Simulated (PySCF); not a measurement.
# B2H8La (La(BH4)2+): the cost of one run

Method: PBE0, La lcecp-1-SVP with ECP46, B def2-SVP, H def2-SVP; scalar-relativistic core potentials, no spin–orbit coupling; program: PySCF 2.14.0.

1 further run of the same task is left out (for a known fault of the program).

## 1. Where the work starts

11 atoms, charge 1, spin multiplicity 1.

Bond lengths: La1–B2 2.567 Å, La1–H4 2.453 Å, La1–H5 2.453 Å, La1–H6 2.453 Å, La1–B7 2.567 Å, La1–H9 2.453 Å, La1–H10 2.453 Å, La1–H11 2.453 Å, B2–H3 1.200 Å, B2–H4 1.250 Å, B2–H5 1.250 Å, B2–H6 1.250 Å, B7–H8 1.200 Å, B7–H9 1.250 Å, B7–H10 1.250 Å, B7–H11 1.250 Å. Angles: B2–La1–H4 28.7°, B2–La1–H5 28.7°, B2–La1–H6 28.7°, B2–La1–B7 131.8°, B2–La1–H9 109.3°, B2–La1–H10 158.5°, B2–La1–H11 119.4°, H4–La1–H5 49.2°, H4–La1–H6 49.2°, H4–La1–B7 109.3°, H4–La1–H9 96.1°, H4–La1–H10 137.8°, H4–La1–H11 91.3°, H5–La1–H6 49.2°, H5–La1–B7 158.5°, H5–La1–H9 137.8°, H5–La1–H10 172.5°, H5–La1–H11 135.7° and more.

As a file:

```xyz
11
B2H8La
La    0.0000    0.0000    0.0000
B     2.3429    0.0000    1.0485
H     3.4382    0.0000    1.5387
H     1.6228   -0.8335    1.6394
H     2.4284   -0.3051   -0.1607
H     1.8386    1.1386    1.1571
B    -2.3429    0.0000    1.0485
H    -3.4382    0.0000    1.5387
H    -1.6228    0.8335    1.6394
H    -2.4284    0.3051   -0.1607
H    -1.8386   -1.1386    1.1571
```

Formal oxidation states: La +3. The 4f shell is empty and lies in the core potential.

## 2. SCF at the start, singlet

run.py (the lines that set the calculation)

```python
mol = gto.M(atom='''
La     0.00000     0.00000     0.00000
B      2.34290     0.00000     1.04850
H      3.43820     0.00000     1.53870
H      1.62280    -0.83350     1.63940
H      2.42840    -0.30510    -0.16070
H      1.83860     1.13860     1.15710
B     -2.34290     0.00000     1.04850
H     -3.43820     0.00000     1.53870
H     -1.62280     0.83350     1.63940
H     -2.42840     0.30510    -0.16070
H     -1.83860    -1.13860     1.15710''',
    basis={'La': 'lcecp-1-SVP', 'B': 'def2-SVP', 'H': 'def2-SVP'},
    ecp={'La': 'lcecp-1-SVP'},
    charge=1, spin=0)
mf = dft.RKS(mol, xc='PBE0')
mf.grids.atom_grid = (50, 194)  # f atoms: unpruned, at least (60, 302)
mf = mf.density_fit()  # fitting sets: La AutoAux, B def2-universal-JKFIT, H def2-universal-JKFIT
mf.conv_tol = 1e-08; mf.max_cycle = 55
mf.kernel(dm0)  # dm0: free metal ions and neutral atoms
```

Started as:

```sh
OMP_NUM_THREADS=2 python run.py
```

Q: Estimate wall time and peak memory on 2 threads of Arm Neoverse V1, shared host.

About 3.1 s, with a peak of 0.67 GiB.
